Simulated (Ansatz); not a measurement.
# CH₅AlClN: small, medium and large basis sets

How large a basis does CH₅AlClN need? Two functionals are run in growing sets.

Method: one geometry, several basis sets; program: Ansatz 0.2.0, Gaussian basis.

The runs, in order: PBE0-D4/def2-SVP; ωB97M-V/def2-SVP; PBE0-D4/def2-QZVPP; ωB97M-V/def2-QZVPP; the functionals' def2-TZVPP values are taken from earlier runs.

## (1) Structure used throughout

An earlier PBE0-D4 in a triple-zeta def2 set relaxation fixed the geometry.

SMILES `[NH2][AlH][CH2]Cl`, 9 atoms, charge 0, spin multiplicity 1.

Atoms are counted from 1 here; the program's logs count them from 0.

Bond lengths: N1–Al2 1.766 Å, N1–H5 1.007 Å, N1–H6 1.007 Å, Al2–C3 1.957 Å, Al2–H7 1.578 Å, C3–Cl4 1.830 Å, C3–H8 1.088 Å, C3–H9 1.088 Å. Angles: Al2–N1–H5 125.6°, Al2–N1–H6 124.1°, H5–N1–H6 110.1°, N1–Al2–C3 118.7°, N1–Al2–H7 120.1°, C3–Al2–H7 121.2°, Al2–C3–Cl4 91.0°, Al2–C3–H8 119.6°, Al2–C3–H9 119.9°, Cl4–C3–H8 106.4°, Cl4–C3–H9 106.3°, H8–C3–H9 109.8°.

Geometry (Å):

| atom | x (Å) | y (Å) | z (Å) |
| --- | --- | --- | --- |
| N1 | -0.1113 | 1.7453 | 0.3374 |
| Al2 | 0.5179 | 0.2907 | -0.4422 |
| C3 | -0.4549 | -1.3922 | -0.2136 |
| Cl4 | 0.7243 | -1.9372 | 1.0747 |
| H5 | -0.9491 | 1.7960 | 0.8933 |
| H6 | 0.3770 | 2.6255 | 0.3671 |
| H7 | 1.8466 | 0.3585 | -1.2903 |
| H8 | -1.4384 | -1.3853 | 0.2525 |
| H9 | -0.4236 | -2.1476 | -0.9961 |

## (2) PBE0-D4 in def2-SVP

in.yaml reads:

```yaml
crystal:
  periodic: [false, false, false]
  atoms:
    - {symbol: N, position_ang: [-0.111271, 1.745312, 0.337448]}
    - {symbol: Al, position_ang: [0.517875, 0.290699, -0.442227]}
    - {symbol: C, position_ang: [-0.454870, -1.392244, -0.213631]}
    - {symbol: Cl, position_ang: [0.724254, -1.937225, 1.074692]}
    - {symbol: H, position_ang: [-0.949132, 1.795988, 0.893331]}
    - {symbol: H, position_ang: [0.377014, 2.625541, 0.367076]}
    - {symbol: H, position_ang: [1.846627, 0.358500, -1.290256]}
    - {symbol: H, position_ang: [-1.438420, -1.385294, 0.252480]}
    - {symbol: H, position_ang: [-0.423578, -2.147577, -0.996112]}
basis:
  gaussian: {orbitals: def2-SVP}
hamiltonian: {xc: pbe0, dispersion: d4}
output: {orbitals: {seedname: orbitals}}
```

Command:

```bash
ansatz run in.yaml --threads 2 --pin off --events-out ev --progress --plain --max-ram 4352MiB
```

Further steps of the session: ωB97M-V in def2-SVP; PBE0-D4 in def2-QZVPP; ωB97M-V in def2-QZVPP.

**Question.** What will the summary of the whole plan be? Wanted: PBE0-D4: double and triple zeta above quadruple; ωB97M-V: double and triple zeta above quadruple.

As calculated:

```
                                       quantity           value
PBE0-D4: double and triple zeta above quadruple  10.54, 0.74 eV
ωB97M-V: double and triple zeta above quadruple  10.59, 0.71 eV
```

What this shows: For PBE0-D4 the step from double to triple zeta gains 9.80 eV and the next only 0.74 eV. Total energies overstate the basis error of differences, where much of it tends to cancel. The LUMO of ωB97M-V is positive and keeps falling with the basis (1.74 to 0.83 eV): an unbound level that the basis holds in place.
